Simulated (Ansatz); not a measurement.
# ClF2H5Si2: the cost of one run

Program: Ansatz 0.2.0. Level of theory: RKS PBE0-D4/6-31G*. These are calculated values, not measurements.

**1. Starting point**

Bond lengths: Si1–Si2 2.570 Å, Si2–H3 1.460 Å, Si2–H4 1.460 Å, Si2–H5 1.460 Å, Si1–H6 1.460 Å, Si1–F7 1.589 Å, Si1–F8 1.589 Å, Si1–Cl9 2.430 Å, Si2–H10 1.560 Å, Cl9–H10 1.502 Å. Angles (14 of 22 angles, heavy atoms first): Si2–Si1–F7 109.5°, Si2–Si1–F8 109.5°, Si2–Si1–Cl9 71.6°, F7–Si1–F8 109.5°, F7–Si1–Cl9 69.8°, F8–Si1–Cl9 70.1°, Si1–Si2–H3 109.5°, Si1–Si2–H4 109.5°, Si1–Si2–H5 109.5°, Si1–Si2–H10 68.7°, Si2–Si1–H6 109.5°, H6–Si1–F7 109.5°, H6–Si1–F8 109.5°, H6–Si1–Cl9 178.9°.

Structure file:

```xyz
10

Si    0.0000    0.0000    0.0000
Si    0.0000    0.0000    2.5700
H    -1.3148   -0.4067    3.0574
H     1.0096   -0.9353    3.0574
H     0.3052    1.3420    3.0574
H     1.3768    0.0000   -0.4862
F    -0.7489    1.2974   -0.5295
F    -0.7489   -1.2974   -0.5295
Cl   -2.3060    0.0073    0.7662
H    -1.4540    0.0046    2.0036
```

**2. A restrained relaxation towards end A**

Springs on the bonds that form and break draw the guess towards this end; the thresholds are loose.

input.yaml

```yaml
crystal:
  periodic: [false, false, false]
  atoms:
    - { symbol: Si, position_ang: [0.0, 0.0, 0.0] }
    - { symbol: Si, position_ang: [0.0, 0.0, 2.57] }
    - { symbol: H, position_ang: [-1.3148, -0.4067, 3.0574] }
    - { symbol: H, position_ang: [1.0096, -0.9353, 3.0574] }
    - { symbol: H, position_ang: [0.3052, 1.342, 3.0574] }
    - { symbol: H, position_ang: [1.3768, 0.0, -0.4862] }
    - { symbol: F, position_ang: [-0.7489, 1.2974, -0.5295] }
    - { symbol: F, position_ang: [-0.7489, -1.2974, -0.5295] }
    - { symbol: Cl, position_ang: [-2.306, 0.0073, 0.7662] }
    - { symbol: H, position_ang: [-1.454, 0.0046, 2.0036] }
basis:
  gaussian: { orbitals: "6-31G*" }
hamiltonian:
  xc: pbe0
  dispersion: d4
relax:
  f_tol: 0.15
  max_steps: 25
  restrain:
    - { distance: [0, 8], at: 3.33, k: 30.0 }
    - { distance: [9, 1], at: 2.66, k: 30.0 }
    - { distance: [0, 1], at: 2.22, k: 30.0 }
    - { distance: [9, 8], at: 1.37, k: 30.0 }
output:
  orbitals: {}
```

Started as:

```console
ansatz run input.yaml --threads 2 --pin off --max-ram 3072MiB --backend cpu --events-out ev --progress --plain --runs-dir out
```

Q: Estimate wall time and peak memory on 2 threads of Intel Xeon Platinum 8175M at 2.50GHz (Skylake/Cascade Lake), shared host.

About 35 s, with a peak of 0.24 GiB.
